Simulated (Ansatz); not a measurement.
# SiC2 (P6/mmm) in Ansatz: notebook

Runs on SiC2. Level: HSE06 form with a typed share of exact exchange. Tasks: single point.

Everything below comes from runs of Ansatz 0.2.0. Logs are shortened: lines on timing, memory, paths and dates and some standing lists are left out, and cuts for length are marked.

## 1. Starting point

Symmetry: P6/mmm, No. 191, hexagonal system. Conventional cell: a = 2.465 Å, b = 2.465 Å, c = 7.127 Å, α = 90.00°, β = 90.00°, γ = 120.00°. Si (site symmetry 6/mmm) has 6 Si at 2.46 Å as nearest neighbours. Around C (site symmetry -6m2) lie 3 C at 1.42 Å.

The cell was built by a generator and needn't be a form met in nature.

## 2. Single point, HSE06 form with a typed share of exact exchange

input

```
crystal:
  lattice:
    - [2.46491, 0.0, 0.0]
    - [-1.23245, 2.13467, 0.0]
    - [0.0, 0.0, 7.12745]
  atoms:
    - { symbol: Si, position: [0.0, 0.0, 0.0] }
    - { symbol: C, position: [0.33333, 0.66667, 0.5] }
    - { symbol: C, position: [0.66667, 0.33333, 0.5] }
hamiltonian:
  xc: { exchange: pbe, correlation: pbe, exx: { coeff: 0.2, omega: 0.2 } }
  pseudopotentials: { kind: paw }
kpoints:
  mp_grid: { grid: [6, 6, 2] }
scf:
  occupations: { method: fermi_dirac, width: 0.05 }
output:
  forces: true
  stress: true
  eigenvalues: true
  write_density: true
  write_potential: true
  elf: true
  volumetric_format: npy
```

Potentials or basis: Ansatz PAW.

What it wrote:

```text
Warning: the atoms were moved onto the symmetric positions of the space group found under crystal.symmetry.tolerance 1.0e-5 (fractional; no operation is sought that the atoms, as they stand in a round, miss by more than twice it, and no atom is moved by as much as it), and the run uses the moved positions. Before a round's move an operation carried an atom to 2.46e-5 Å from where it should land, the largest such distance. Atom 1 (counting from 0) moved farthest, by 1.42e-5 Å; the longest move in fractions of the cell, of whichever atom, is 0.47 of the tolerance, in 1 round. To run the atoms as typed, lower crystal.symmetry.tolerance until the operations that they miss are no longer found, or set crystal.symmetry.detect: false (a key that needs symmetry detection or time reversal refuses this as the deck is read). The positions used, in the order of the run's atom list: position: [0.0, 0.0, 0.0]; position: [0.3333333333333333, 0.6666666666666666, 0.5]; position: [0.6666666666666666, 0.3333333333333333, 0.5]; The lattice was moved too: crystal.lattice keeps the space group found at crystal.symmetry.tolerance 1.0e-5 only nearly: the operation that it misses by the most changes a squared length by the fraction 6.14e-6. The run uses the lattice that is a stretch of the typed one, with no rotation, onto the one that keeps every operation to a double's rounding (on a very oblique basis the stretch itself rounds by more); the deck's lattice vector that moved farthest moved by 3.95e-6 Å. To run the lattice as typed, set crystal.symmetry.tolerance under 1.45e-6, the least fraction by which an operation that the lattice misses changes a squared length (the same key also sets how far an atom may lie from its image, so lowering it can lose operations that the atoms keep only within it), or set crystal.symmetry.detect: false, as for the atoms. crystal.lattice made exact, in Å and degrees: [[2.4649072991341887, -2.886751345977374e-6, 0.0], [-1.2324511495670942, 2.1346737823995685, 0.0], [0.0, 0.0, 7.12745]]. Pasted over the deck's crystal.lattice, beside positions in fractional coordinates, it runs the same cell (given as lengths and angles, that cell in the form's own orientation, a rigid turn of the misfit's size from the one run here, for which a checkpoint.post_process_only pass over this run's state can be refused: where this run relaxes nothing, give such a pass this deck's own crystal.lattice, as typed; behind a relaxation, as crystal.lattice, the state's own cell, identity.cell in its checkpoint.json), and a matrix so pasted ends this notice, except on a very skew basis of the lattice, where the rounding of the pasted numbers themselves can read as a misfit: the cell is then moved again, and that move is told again. The lattice as run is in this notice's lattice.as_run_ang field (Run.prep()["deck_notices"] in Python, the deck_notice line of an events file, deck_notices of ansatz run --dry-run=json, or deck_notices in record.json in the deck's checkpoint.write directory).
Warning: output.stress: scf.convergence.dr2_threshold = 1e-7 eV (the SCF's general default) is looser than the 3e-10 eV advised for a printed stress (1e-10 eV for each atom of the cell: 3). What an SCF threshold leaves in a stress goes as its square root, and in the free energy as the threshold itself, and one threshold admits the most on a small cell: of the crystals measured, under no hybrid functional and no lock of the moments, on runs that ended without the residual-converged pass, on stresses that held no estimate of that error, the worst erred by over 100 MPa in a component at 1e-7 eV an atom and by under 5 at 1e-10. Set scf.convergence.dr2_threshold to 3e-10 eV or tighter. The threshold is an SCF's pass mark: one that does not reach it within its budget of iterations ends unconverged, or closes short of it on a stop that the run arms, and scf.convergence.dr2_threshold's page says what that costs each kind of run
Warning: output.stress: scf.exx.energy_threshold = 1e-6 eV is looser than the 3e-8 eV advised for a stress under a hybrid functional (1e-8 eV for each atom of the cell: 3). Every SCF of the exchange loop can meet its threshold on dr2 while the loop round them stops early: no threshold on dr2 bounds what that leaves in the stress. Set scf.exx.energy_threshold to 3e-8 eV or tighter. The threshold is the loop's pass mark: a loop that does not reach it within its budget of cycles ends unconverged, and scf.exx.energy_threshold's page has the law
GPUs: using 1 of 1 available (devices: 1).
Engine: ansatz 0.2.0, x86_64-unknown-linux-gnu
Pseudopotentials: kind: paw
Pseudopotential: Si, paw, valence charge 4, recommended cutoff 420 eV (normal), Si.paw.azcp
Pseudopotential: C, paw, valence charge 4, recommended cutoff 420 eV (normal), C.paw.azcp
Functional definition: unnamed
  parameter a_1 = 0.2
  parameter omega_1 = 0.2/angstrom
  exchange = pbe_x + (-a_1)*pbe_x_sr(omega_1) + a_1*exact_x_sr(omega_1)
  correlation = pbe_c
device memory: the entry about to start is reckoned to put 0.5 GiB on a device that reports 30.0 GiB free (of which the cap on the GPU budget leaves the run 18.0 GiB)
GPU FFT provider: cuFFT
GPU libraries: cuBLAS 13.8.2, cuFFT 12.4.0, cuSOLVER 12.3.4
Crystal: 3 atoms, lattice volume = 37.503 Å³
Basis set: ecut = 420 eV, 689 PW (Γ), exchange–correlation on 36×36×96 points (8 copies of the dense FFT grid, shifted against one another)
Bands: 10, of which v1, the nominal top of the filled ones, is band 6 counted from 1 (5 counted from 0)
Symmetry: 24 space group operations
Space group: P6/mmm (ITA 191), of the structure as read, at distance tolerance 3.3e-5 Å
k-points: 14 of 72
Non-local potential: Si, projectors of the file, l = 0: 2, l = 1: 2, l = 2: 2
Non-local potential: C, projectors of the file, l = 0: 2, l = 1: 2, l = 2: 1
PAW form: soft (Blöchl's): semilocal exchange-correlation on the pseudo side does not see the compensation charge
PAW frozen core: Si, regenerated for the run's functional, and the local potential with it (the file was generated under x = pbe(κ = 0.804, μ = 0.2195149727645171), c = pbe(β = 0.06672455060314922))
PAW frozen core: C, regenerated for the run's functional, and the local potential with it (the file was generated under x = pbe(κ = 0.804, μ = 0.2195149727645171), c = pbe(β = 0.06672455060314922))
PAW one-centre angular grid: Si, 110 points (default); XC on 64 Gauss nodes
PAW one-centre angular grid: C, 110 points (default); XC on 64 Gauss nodes
Initial density: superposition of atomic densities (neutral atoms: chi_scale 0, normalization atom), corrected by the library's trained network
Initial wavefunctions: pseudopotential atomic-orbital guess
GPU buffer pool allocated for 15552 grid points (all kernels)
GPU transforms: local potential and band sums: pruned to the plane-wave sphere, on 18×18×48
Functional: x = pbe(κ = 0.804, μ = 0.2195149727645171), c = pbe(β = 0.06672455060314922), warm-up for x = pbe(κ = 0.804, μ = 0.2195149727645171) + 0.2 (exact − pbe) at short range (hse, ω = 0.2 Å⁻¹), c = pbe(β = 0.06672455060314922)
SCF iter   1: F=—  HF=-1136.784622 eV  |F-HF|=—  |Δ(HF+E_count)|=         —  Δρ=9.98e-3  dr2=2.01e-1  ethr=1.77e-3  ⟨swp⟩=7.9  Hψ=699  notcnv=0
preconditioner: auto → none  [insulator: Δε(μ)=0.298 eV  Ē_g=12.867 eV  σ=0.050 eV  W_gap=0.90  n_scr=4 (ndim 8)  ℏωp=21.0 eV  f_vac=0.000  D(μ)=0.27/eV (n_scr^D=2)]
SCF iter   2: F=—  HF=-1136.763923 eV  |F-HF|=—  |Δ(HF+E_count)|=   2.07e-2  Δρ=5.99e-3  dr2=5.69e-2  ethr=1.68e-3  ⟨swp⟩=3.1  Hψ=303  notcnv=0  defer=1
iter 3 solved again at ethr=3.79e-6 eV; its pass at ethr=4.74e-4 eV (dr2=4.55e-4 eV) is discarded
[... 34 lines left out ...]
GPU FFT provider: cuFFT
GPU libraries: cuBLAS 13.8.2, cuFFT 12.4.0, cuSOLVER 12.3.4
GPU buffer pool allocated for 15552 grid points (all kernels)
GPU transforms: local potential and band sums: pruned to the plane-wave sphere, on 18×18×48
Exchange kernel: α = 0.2000, screened, ω = 0.2000 Å⁻¹, Wigner–Seitz truncation, v(0) = 1093.2891 eV·Å³, q-mesh 6×6×2, nearest image of the exchange supercell L = 14.25 Å, pair-density grid 15×15×36, without the augmentation charges, whose exchange is taken in its separable form by FFT convolution over the k-point mesh (sized by the pseudopotential files, 15×15×48 at the most), smooth part of the exact exchange by density-matrix convolution in up to 839.6 MiB of GPU memory as planned if the GPU has room (build and FFT work areas not counted)
Frozen-core exchange: fock
SCF iter   1: F=—  HF=-1137.003296 eV  |F-HF|=—  |Δ(HF+E_count)|=         —  Δρ=3.56e-5  dr2=3.34e-7  ethr=1.72e-7  ⟨swp⟩=4.4  Hψ=373  notcnv=0
preconditioner: auto → none  [metal: Δε(μ)=0.068 eV  Ē_g=14.360 eV  σ=0.050 eV  W_gap=0.33  n_scr=4 (ndim 8)  ℏωp=21.0 eV  f_vac=0.000  D(μ)=1.63/eV (n_scr^D=6)]
SCF iter   2: F=—  HF=-1137.003297 eV  |F-HF|=—  |Δ(HF+E_count)|=   2.38e-7  Δρ=3.61e-5  dr2=3.36e-6  ethr=2.78e-9  ⟨swp⟩=3.1  Hψ=257  notcnv=0
SCF iter   3: F=—  HF=-1137.003296 eV  |F-HF|=—  |Δ(HF+E_count)|=   2.60e-7  Δρ=1.47e-5  dr2=1.01e-7  ethr=2.78e-9  ⟨swp⟩=2.8  Hψ=243  notcnv=0  defer=1
SCF iter   4: F=—  HF=-1137.003296 eV  |F-HF|=—  |Δ(HF+E_count)|=   6.80e-9  Δρ=5.86e-6  dr2=6.45e-8  ethr=7.79e-10  ⟨swp⟩=2.4  Hψ=235  notcnv=0  defer=1
SCF iter   5: F=-1137.003296 eV  HF=-1137.003296 eV  |F-HF|=3.36e-10  |Δ(HF+E_count)|=   5.50e-9  Δρ=7.13e-7  dr2=4.31e-10  ethr=4.96e-10  ⟨swp⟩=2.1  Hψ=231  notcnv=0  defer=1
SCF 3 converged in 5 iterations: F = -1137.003296 eV  dr2 = 4.31e-10
  Residual-converged pass: ⟨swp⟩=3.1  Hψ=275  notcnv=0  max |occ|·‖R‖ = 2.4e-6 eV (tolerance 2.4e-6 eV)  dr2=4.50e-10  dr2_onsite=1.94e-12  max |Δocc| = 1.1e-10
hybrid outer 2: dexx = +5.776e-8 eV, tail = 2.11e-9 eV, Δε = 1.34e-3 eV (about 3.25e-5 eV left of the loop's levels)
at 2 of the mixer's solves, all of them in the SCFs whose states led to this one, it left a direction of its history that read negative out of its fit and stepped the other way along it
hybrid SCF converged: 2 outer / 15 inner (+9 warm-up), last move |dexx| = 5.78e-8 eV, tail = 2.11e-9 eV
Stability not checked: this state was not tested for a lower state beside it, because the functional holds exact exchange (a hybrid, or Hartree-Fock), whose exchange loop this test does not read (fock_operator; see scf.lower_state_search)
Free energy (F): -1137.003296 eV
Frozen-core exchange: fock
Harris-Foulkes:  -1137.003296 eV  (|F-HF|=3.36e-10)
Internal energy: -1136.991478 eV  (E = F + TS)
E sigma→0 (E₀):  -1136.997387 eV
Entropy (-TS):   -0.011819 eV (-3.940 meV/atom)
Fermi energy:    6.505370 eV
--- Per-component energies (eV) ---
  E_band       = -26.956752
  E_kinetic    = 221.461868
  E_local      = -526.321719  (includes V_loc(G=0)·N_el)
  E_nonlocal   = 79.247262
  E_hartree    = 195.598614
  E_xc         = -128.360049
  E_vxc        = -139.833122  (∫ρ·V_xc dr)
  E_exx        = -18.720143  (= α·E_x^exact, valence–valence)
  E_paw        = -715.121997  (= ΣΔE_a)
  E_vpaw       = -15.267501  (= ΣTr[D̂ρ^β])
  E_aug_tail   = 0.000022  (compensation charges beyond the density's cutoff)
  E_ewald      = -244.700230
  E_core_change = -0.075107  (= ΣΔE_core)
  E_smearing   = -0.011819  (= −TS)
  E_closure    = -0.000000  (closes the sum)
  Σ components = -1137.003296   (vs F -1137.003296, Δ=2.27e-13)
--- Forces (eV/Å), atoms counted from 1 ---
  atom   1  Si    -0.00000000     0.00000000     0.00000000
  atom   2  C     -0.00000000    -0.00000000     0.00000000
  atom   3  C      0.00000000     0.00000000    -0.00000000
  max |Σ_I F_I| component: 1.11e-16 eV/Å
--- Stress (GPa, compression-positive) ---
       -1.649902       0.000000      -0.000000
        0.000000      -1.649902       0.000000
       -0.000000       0.000000       2.737110
  P = ⅓ Tr σ = -0.1876 GPa (-1.876 kbar)
--- Band table (eV; the first three rows and the last of 14) ---
  k-point 0: bands = ["-15.0699", "-7.3311", "-2.3869", "2.6631", "2.6631", "2.8079", "10.0202", "15.5808", "15.5808", "18.8031"]
  k-point 1: bands = ["-15.0689", "-7.3728", "-2.0969", "2.1317", "2.6625", "2.6625", "12.0829", "14.8688", "15.5804", "15.5804"]
  k-point 2: bands = ["-14.3678", "-6.3761", "-1.5114", "0.2166", "1.4631", "3.7484", "10.8300", "15.3991", "15.6252", "16.9590"]
  k-point 13: bands = ["-7.6478", "-7.6478", "-5.3272", "3.3225", "3.3225", "5.3285", "6.5690", "6.5690", "11.6996", "14.4573"]
```

Run time: 8.3 s. Hardware: 1 × NVIDIA H100 80GB HBM3 with 2 threads of AMD EPYC 7R13 (Zen 3), shared host; peak memory 1.6 GiB.

Results:

* Free energy: -1137.0033 eV
* Pressure: -0.2 GPa
* Band gap on the k mesh: none (metal or under the smearing width)

Stress tensor (GPa, compression positive):
```
-1.65  0.00  0.00
 0.00 -1.65  0.00
 0.00  0.00  2.74
```

Caveat: the k mesh is coarse (spacing up to 0.49 Å⁻¹), so the values aren't converged, least of all with exact exchange; the PAW data sets come from PBE, with cores solved anew for the run's functional, which leaves a small shift of forces and pressure; the thresholds are loose for stress.

## 3. Single point, HSE06 form with a typed share of exact exchange

Changes to input since step 2:

```diff
@@ -10,3 +10,3 @@
 hamiltonian:
-  xc: { exchange: pbe, correlation: pbe, exx: { coeff: 0.2, omega: 0.2 } }
+  xc: { exchange: pbe, correlation: pbe, exx: { coeff: 0.25, omega: 0.2 } }
   pseudopotentials: { kind: paw }
@@ -20,5 +20 @@
   eigenvalues: true
-  write_density: true
-  write_potential: true
-  elf: true
-  volumetric_format: npy
```

Potentials or basis: Ansatz PAW.

Wall time 5.4 s (1 × NVIDIA H100 80GB HBM3 with 2 threads of AMD EPYC 7R13 (Zen 3), shared host); peak memory 1.6 GiB.

The run converged. Its results:

```yaml
Free_energy: -1137.0710 eV
Pressure: -0.9 GPa
Band_gap_on_the_k_mesh: none (metal or under the smearing width)
```

Stress tensor (GPa, compression positive):
```
-2.68  0.00  0.00
 0.00 -2.68  0.00
 0.00  0.00  2.69
```

Levels at points of the mesh, in eV from the Fermi level:
```csv
k point,band 2,band 3,band 4,band 5,band 6,band 7,band 8,band 9,band 10
"(0.00, 0.00, 0.00)",-14.17,-9.15,-4.05,-4.05,-3.82,3.58,9.26,9.26,12.46
"(0.00, 0.00, -0.50)",-14.21,-8.85,-4.51,-4.05,-4.05,5.68,8.47,9.26,9.26
"(0.00, -0.50, 0.00)",-15.15,-7.72,-6.01,-4.83,-2.95,1.51,4.30,5.76,8.15
"(0.00, -0.50, -0.50)",-15.15,-7.72,-6.05,-4.86,-2.83,2.09,3.42,5.27,8.16
```

Caveat: the k mesh is coarse (spacing up to 0.49 Å⁻¹), so the values aren't converged, least of all with exact exchange; the PAW data sets come from PBE, with cores solved anew for the run's functional, which leaves a small shift of forces and pressure; the thresholds are loose for stress.

(Continued in part 2 of 2.)
